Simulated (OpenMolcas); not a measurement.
# Br⁴⁺: CASSCF and CASPT2 terms and fine-structure levels

Aim: the low terms and levels of Br⁴⁺, with their order and spacing, then second-order correlation under several settings.

Program: OpenMolcas 26.06. Level of theory: state-averaged CASSCF and CASPT2, spin-orbit coupling by RASSI with atomic mean-field integrals. These are calculated values, not measurements, unless marked.

## 1. What is computed

```
Species                           : Br⁴⁺ (bromine, Z = 35, 31 electrons)
Basis                             : ANO-RCC-VDZ [5s4p1d], 22 functions
Scalar Hamiltonian                : DKH2, point nucleus
Inactive shells                   : 1s 2s 2p 3s 3p 3d
Active space                      : 3 electrons in 4 orbitals (4s 4p)
Some configurations of this space : 4p3, 4s 4p2, 4s2 4p
Orbitals                          : optimised for the ground-state spin in each parity, averaged over the low roots
```

Outer shells as boxes (Hund's rule):

4p3
```
4p [↑ ][↑ ][↑ ]
```

4s 4p2
```
4s [↑ ]
4p [↑ ][↑ ][  ]
```

4s2 4p
```
4s [↑↓]
4p [↑ ][  ][  ]
```

The work runs as a chain of OpenMolcas steps in one folder; each step below is one input file. Labels, J, g values, rates, χT and fits are worked out afterwards by a script from the matrices that RASSI stores.

## 2. One- and two-electron integrals

Input file a.inp:

```
&GATEWAY
Coord
1

Br 0.0 0.0 0.0
Basis=ANO-RCC-VDZ
Group=XYZ
NoMove
AngMom=0.0 0.0 0.0
AMFI
&SEWARD
```

Run with:

```bash
$ OMP_NUM_THREADS=1 MOLCAS_MEM=2252 MOLCAS_PROJECT=a pymolcas a.inp > a.log
```

## 3. Reference wave functions, doublets of odd parity, 3 roots

Input file a.inp:

```
&RASSCF
FileOrb=start.orb
Symmetry=2
Spin=2
nActEl=3 0 0
Inactive=8 6
Ras2=1 3
CIRoot=3 3 1
SDav=11
CIMx=300
Iter=120 100
PrWF=0.3
OrbListing=Nothing
MaxOrb=0
Atom
>>> COPY $Project.JobIph JOB001
```

start.orb holds the contracted functions of the basis, ordered by shell, or the orbitals of the step before.

## 4. CASSCF: doublets of even parity, 6 roots

Input file a.inp:

```
&RASSCF
FileOrb=start.orb
Symmetry=1
Spin=2
nActEl=3 0 0
Inactive=8 6
Ras2=1 3
CIRoot=6 6 1
SDav=9
CIMx=300
Iter=120 100
PrWF=0.3
OrbListing=Nothing
MaxOrb=0
Atom
>>> COPY $Project.JobIph JOB002
```

## 5. CASSCF: quartets of even parity, 3 roots

Input file a.inp:

```
&RASSCF
FileOrb=start.orb
Symmetry=1
Spin=4
nActEl=3 0 0
Inactive=8 6
Ras2=1 3
CIRoot=3 3 1
SDav=3
CIMx=300
Iter=120 100
PrWF=0.3
OrbListing=Nothing
MaxOrb=0
Atom
CIOnly
>>> COPY $Project.JobIph JOB003
```

## 6. State interaction with spin-orbit coupling

Input file a.inp:

```
&RASSI
NrOfJobIphs=3 3 6 3
1 2 3
1 2 3 4 5 6
1 2 3
IphNames
JOB001
JOB002
JOB003
EJob
SpinOrbit
DIPRint=1.0
SOCoupling=1000.0
Subsets=2
MEES
Property=10
'ANGMOM' 1 'ANGMOM' 2 'ANGMOM' 3 'MLTPL  1' 1 'MLTPL  1' 2 'MLTPL  1' 3
'AMFI' 1 'AMFI' 2 'AMFI' 3 'MLTPL  2' 6
SOProperty=3
'ANGMOM' 1 'ANGMOM' 2 'ANGMOM' 3
```

## 7. CASPT2: IPEA 0.6, sigma1 regulariser 0.15 (closed shells correlated: 3s 3p 3d)

Input file a.inp:

```
>>> COPY JOB001 $Project.JobIph
&CASPT2
Multistate=3 1 2 3
Frozen=2 3
IPEA=0.6
Sig1=0.15
MaxIter=60
WThr=0.0 0.3 0.05
PrWF=0.5
NoMix
>>> COPY JOB002 $Project.JobIph
&CASPT2
Multistate=6 1 2 3 4 5 6
Frozen=2 3
IPEA=0.6
Sig1=0.15
MaxIter=60
WThr=0.0 0.3 0.05
PrWF=0.5
NoMix
>>> COPY JOB003 $Project.JobIph
&CASPT2
Multistate=3 1 2 3
Frozen=2 3
IPEA=0.6
Sig1=0.15
MaxIter=60
WThr=0.0 0.3 0.05
PrWF=0.5
NoMix
```

## 8. CASPT2: IPEA 0.5, sigma1 regulariser 0.15 (closed shells correlated: 3s 3p 3d)

a.inp: that of step 7 with these lines changed.

```diff
@@ -3,4 +3,5 @@
 Multistate=3 1 2 3
+NoMult
 Frozen=2 3
-IPEA=0.6
+IPEA=0.5
 Sig1=0.15
@@ -13,4 +14,5 @@
 Multistate=6 1 2 3 4 5 6
+NoMult
 Frozen=2 3
-IPEA=0.6
+IPEA=0.5
 Sig1=0.15
@@ -23,4 +25,5 @@
 Multistate=3 1 2 3
+NoMult
 Frozen=2 3
-IPEA=0.6
+IPEA=0.5
 Sig1=0.15
```

## 9. CASPT2: IPEA 0.15, sigma2 regulariser 0.15 (closed shells correlated: none), extended multistate

Input file a.inp:

```
>>> COPY JOB001 $Project.JobIph
&CASPT2
XMultistate=3 1 2 3
Frozen=8 6
IPEA=0.15
Sig2=0.15
MaxIter=60
WThr=0.0 0.3 0.05
PrWF=0.5
NoMix
>>> COPY JOB002 $Project.JobIph
&CASPT2
XMultistate=6 1 2 3 4 5 6
Frozen=8 6
IPEA=0.15
Sig2=0.15
MaxIter=60
WThr=0.0 0.3 0.05
PrWF=0.5
NoMix
>>> COPY JOB003 $Project.JobIph
&CASPT2
XMultistate=3 1 2 3
Frozen=8 6
IPEA=0.15
Sig2=0.15
MaxIter=60
WThr=0.0 0.3 0.05
PrWF=0.5
NoMix
```

(Steps that only read results are left out.)

Before running it: what results should come out? Wanted: lowest level; first excited level; lowest level of another term; spin-orbit lowering of the lowest level; strongest of the lines computed, by gA, at SS-CASPT2 energies.

**Answer**, as computed:

```
                                                     quantity                                                                              value
                                                       method  SS-CASPT2, IPEA 0.6, sigma1 regulariser 0.15 (closed shells correlated: 3s 3p 3d)
                                                 lowest level                                      4s2 4p 2P* 1/2, 100 % of that term, g = 0.666
                                  ground level listed by NIST                                                                             2P°1/2
                                          first excited level                                                        4s2 4p 2P* 3/2 at 5010 cm-1
                                 lowest level of another term                                                        4s 4p2 4P 1/2 at 87950 cm-1
                      spin-orbit lowering of the lowest level                                                                          3340 cm-1
strongest of the lines computed, by gA, at SS-CASPT2 energies                         4s 4p2 2D 5/2 → 4s2 4p 2P* 3/2, 78.45 nm, A = 2.85e+09 s⁻¹
```

Cost and accuracy by method:

```csv
method,time of its own steps,time with the reference,mean absolute difference from the measured levels (cm-1)
A. CASSCF,7.6 s,7.6 s,6300
"B. SS-CASPT2, IPEA 0.6, sigma1 regulariser 0.15, +3s 3p 3d",1.1 s,8.8 s,6500
"C. SS-CASPT2, IPEA 0.5, sigma1 regulariser 0.15, +3s 3p 3d",1 s,8.7 s,6400
"D. XMS-CASPT2, IPEA 0.15, sigma2 regulariser 0.15, +none",0.84 s,8.5 s,6400
```

Times are of one thread on a shared host.

The multiplet 2P* is regular. Second-order correlation (method B) scales the levels of the lowest configuration above 5000 cm⁻¹ by 1.00. Method A lies closest to the measured levels (6300 cm⁻¹ on average, level with B, level with C, level with D) and B farthest (6500). Only the configurations of the active space and the roots asked for are present. The quartets rest on orbitals optimised for another spin in at least one step, which raises them against the optimised states. Not all states of the active space went into the spin-orbit step. No d shell is active. The basis is small and contracted for the neutral atom, so it is rough for this charge. Only valence configurations of the active space appear, up to the ionisation limit; * or ° marks odd parity.
